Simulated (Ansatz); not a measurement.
# C6H15N: the cost of one run

Method: the settings change from run to run; program: Ansatz 0.2.0, Gaussian basis.

## Step 1: The geometry

An earlier PBE0-D4 in a triple-zeta def2 set relaxation fixed the geometry.

SMILES `CC(C)NC(C)C`, 22 atoms, charge 0, spin multiplicity 1.

Atoms are counted from 1 here; the program's logs count them from 0.

Bond lengths: C1–C2 1.518 Å, C1–H8 1.091 Å, C1–H9 1.096 Å, C1–H10 1.092 Å, C2–C3 1.526 Å, C2–N4 1.455 Å, C2–H11 1.096 Å, C3–H12 1.095 Å, C3–H13 1.093 Å, C3–H14 1.092 Å, N4–C5 1.454 Å, N4–H15 1.014 Å, C5–C6 1.519 Å, C5–C7 1.518 Å, C5–H16 1.104 Å, C6–H17 1.093 Å, C6–H18 1.092 Å, C6–H19 1.092 Å and more. Angles: C2–C1–H8 110.5°, C2–C1–H9 110.5°, C2–C1–H10 111.2°, H8–C1–H9 108.1°, H8–C1–H10 108.9°, H9–C1–H10 107.6°, C1–C2–C3 110.9°, C1–C2–N4 108.1°, C1–C2–H11 107.7°, C3–C2–N4 114.7°, C3–C2–H11 108.1°, N4–C2–H11 107.1°, C2–C3–H12 110.5°, C2–C3–H13 110.8°, C2–C3–H14 112.0°, H12–C3–H13 107.9°, H12–C3–H14 107.9°, H13–C3–H14 107.5° and more.

As a file:

| atom | x (Å) | y (Å) | z (Å) |
| --- | --- | --- | --- |
| C1 | 0.77069 | -2.11265 | -1.22585 |
| C2 | 0.14974 | -0.74777 | -0.98838 |
| C3 | 0.76929 | 0.29900 | -1.91024 |
| N4 | 0.25111 | -0.44507 | 0.43157 |
| C5 | -0.29102 | 0.81996 | 0.90046 |
| C6 | -1.79662 | 0.86496 | 0.70244 |
| C7 | 0.06328 | 0.97115 | 2.36883 |
| H8 | 0.30699 | -2.86141 | -0.58151 |
| H9 | 1.84339 | -2.09060 | -1.00392 |
| H10 | 0.65588 | -2.42254 | -2.26670 |
| H11 | -0.91763 | -0.82181 | -1.22595 |
| H12 | 1.83955 | 0.40603 | -1.70467 |
| H13 | 0.65654 | 0.00914 | -2.95819 |
| H14 | 0.30354 | 1.27922 | -1.78794 |
| H15 | 1.22250 | -0.51669 | 0.71481 |
| H16 | 0.14428 | 1.68079 | 0.36274 |
| H17 | -2.26597 | 0.01260 | 1.20096 |
| H18 | -2.07328 | 0.83622 | -0.35363 |
| H19 | -2.20666 | 1.78553 | 1.12392 |
| H20 | -0.30955 | 1.91843 | 2.76414 |
| H21 | -0.37256 | 0.15372 | 2.94886 |
| H22 | 1.14720 | 0.95169 | 2.51686 |

## Step 2: PBE/6-31G*

This run has multiplicity 3, relativity set to none.

Input file in.yaml:

```yaml
crystal:
  periodic: [false, false, false]
  atoms:
    - {symbol: C, position_ang: [0.770687, -2.112648, -1.225846]}
    - {symbol: C, position_ang: [0.149735, -0.747769, -0.988385]}
    - {symbol: C, position_ang: [0.769294, 0.298999, -1.910245]}
    - {symbol: N, position_ang: [0.251115, -0.445067, 0.431575]}
    - {symbol: C, position_ang: [-0.291019, 0.819957, 0.900460]}
    - {symbol: C, position_ang: [-1.796623, 0.864964, 0.702439]}
    - {symbol: C, position_ang: [0.063283, 0.971145, 2.368829]}
    - {symbol: H, position_ang: [0.306994, -2.861414, -0.581509]}
    - {symbol: H, position_ang: [1.843393, -2.090602, -1.003919]}
    - {symbol: H, position_ang: [0.655882, -2.422544, -2.266705]}
    - {symbol: H, position_ang: [-0.917625, -0.821806, -1.225945]}
    - {symbol: H, position_ang: [1.839551, 0.406031, -1.704669]}
    - {symbol: H, position_ang: [0.656542, 0.009135, -2.958186]}
    - {symbol: H, position_ang: [0.303537, 1.279220, -1.787938]}
    - {symbol: H, position_ang: [1.222498, -0.516693, 0.714807]}
    - {symbol: H, position_ang: [0.144278, 1.680793, 0.362739]}
    - {symbol: H, position_ang: [-2.265965, 0.012602, 1.200963]}
    - {symbol: H, position_ang: [-2.073280, 0.836223, -0.353631]}
    - {symbol: H, position_ang: [-2.206662, 1.785526, 1.123916]}
    - {symbol: H, position_ang: [-0.309552, 1.918430, 2.764135]}
    - {symbol: H, position_ang: [-0.372561, 0.153724, 2.948856]}
    - {symbol: H, position_ang: [1.147198, 0.951694, 2.516857]}
basis:
  gaussian: {orbitals: "6-31G*"}
magnetization: {spin_polarized: true, initial_magnetization: 2}
hamiltonian: {xc: {name: PBE}, pseudopotentials: {relativity: none}}
```

On the command line:

```sh
ansatz run in.yaml --threads 2 --pin off --events-out ev --progress --plain --max-ram 22528MiB --backend cpu
```

What time and memory should one allow on 2 threads of AMD EPYC 7R13, shared host?

About 7 s, with a peak of 0.34 GiB.
